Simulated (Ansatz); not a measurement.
**C2H7BGeO: one species, many methods**

One table from this session's results is given with a row withheld; the runs are named, their logs left out.

Computed with Ansatz 0.2.0, Gaussian basis. Level: functionals in def2-TZVPP, the program's frozen cores in correlated methods.

The runs, in order: PBE-D4, r2SCAN-D4, PBE0-D4, B3LYP-D4, ωB97X-V, ωB97M-V, B2PLYP; CCSD(T)/def2-TZVPP; MP2/def2-QZVPP; extrapolation to the limit.

**Structure used throughout**

An earlier PBE0-D4 in a triple-zeta def2 set relaxation fixed the geometry.

12 atoms, charge 0, spin multiplicity 1.

Atoms are counted from 1 here; the program's logs count them from 0.

Bond lengths: B1–C2 1.592 Å, B1–Ge5 2.087 Å, B1–H6 1.207 Å, B1–H7 1.207 Å, C2–C3 1.479 Å, C2–O4 1.270 Å, C3–H8 1.094 Å, C3–H9 1.094 Å, C3–H10 1.090 Å, O4–Ge5 1.991 Å, Ge5–H11 1.548 Å, Ge5–H12 1.548 Å. Angles: C2–B1–Ge5 81.2°, C2–B1–H6 113.2°, C2–B1–H7 113.2°, Ge5–B1–H6 115.9°, Ge5–B1–H7 116.0°, H6–B1–H7 113.5°, B1–C2–C3 129.0°, B1–C2–O4 113.4°, C3–C2–O4 117.6°, C2–C3–H8 108.6°, C2–C3–H9 108.6°, C2–C3–H10 112.3°, H8–C3–H9 106.0°, H8–C3–H10 110.6°, H9–C3–H10 110.5°, C2–O4–Ge5 93.4°, B1–Ge5–O4 72.0°, B1–Ge5–H11 127.3° and more.

The first run:

The input, in.yaml:

```yaml
crystal:
  periodic: [false, false, false]
  atoms:
    - {symbol: B, position_ang: [-0.846692, 0.879826, -0.155268]}
    - {symbol: C, position_ang: [0.302829, -0.119713, 0.306471]}
    - {symbol: C, position_ang: [1.108407, -0.102125, 1.547188]}
    - {symbol: O, position_ang: [0.531821, -1.046566, -0.531778]}
    - {symbol: Ge, position_ang: [-0.854171, -0.397666, -1.805305]}
    - {symbol: H, position_ang: [-1.825215, 0.836155, 0.549336]}
    - {symbol: H, position_ang: [-0.449262, 2.001099, -0.357350]}
    - {symbol: H, position_ang: [0.430310, -0.141701, 2.404471]}
    - {symbol: H, position_ang: [1.623516, 0.860506, 1.614298]}
    - {symbol: H, position_ang: [1.824795, -0.922866, 1.587658]}
    - {symbol: H, position_ang: [-1.725166, -1.660805, -2.010606]}
    - {symbol: H, position_ang: [-0.044072, -0.241145, -3.115116]}
basis:
  gaussian: {orbitals: def2-TZVPP}
hamiltonian: {xc: pbe, dispersion: d4}
output: {forces: true, orbitals: {seedname: orbitals}}
```

Started as:

```bash
ansatz run in.yaml --threads 4 --pin off --events-out ev --progress --plain --max-ram 10444MiB
```

Among the steps run: PBE-D4 (GGA); r2SCAN-D4 (meta-GGA); PBE0-D4 (hybrid); B3LYP-D4 (hybrid); ωB97X-V (range-separated); ωB97M-V (range-separated); B2PLYP (double hybrid); CCSD(T) in def2-TZVPP; MP2 in def2-QZVPP.

One of the session's tables, all rows but one given; the rest of the session is left out.

It belongs to the step «Atomisation energies». 

| method | atomisation energy (eV) |
| --- | --- |
| PBE-D4 | 46.301 |
| r2SCAN-D4 | 45.622 |
| PBE0-D4 | 45.465 |
| B3LYP-D4 | 45.245 |
| ωB97X-V | 45.433 |
| ωB97M-V | 45.347 |
| B2PLYP | ? |
| HF/def2-TZVPP | 33.029 |
| MP2/def2-TZVPP | 44.804 |
| CCSD/def2-TZVPP | 43.498 |
| CCSD(T)/def2-TZVPP | 44.217 |
| MP2/CBS | 45.759 |
| CCSD(T)/CBS | 45.173 |

**Question.** Estimate the row for B2PLYP.

**Answer.** atomisation energy (eV): 44.786. In the column «atomisation energy (eV)» it lies between CCSD(T)/def2-TZVPP (44.217) and MP2/def2-TZVPP (44.804).
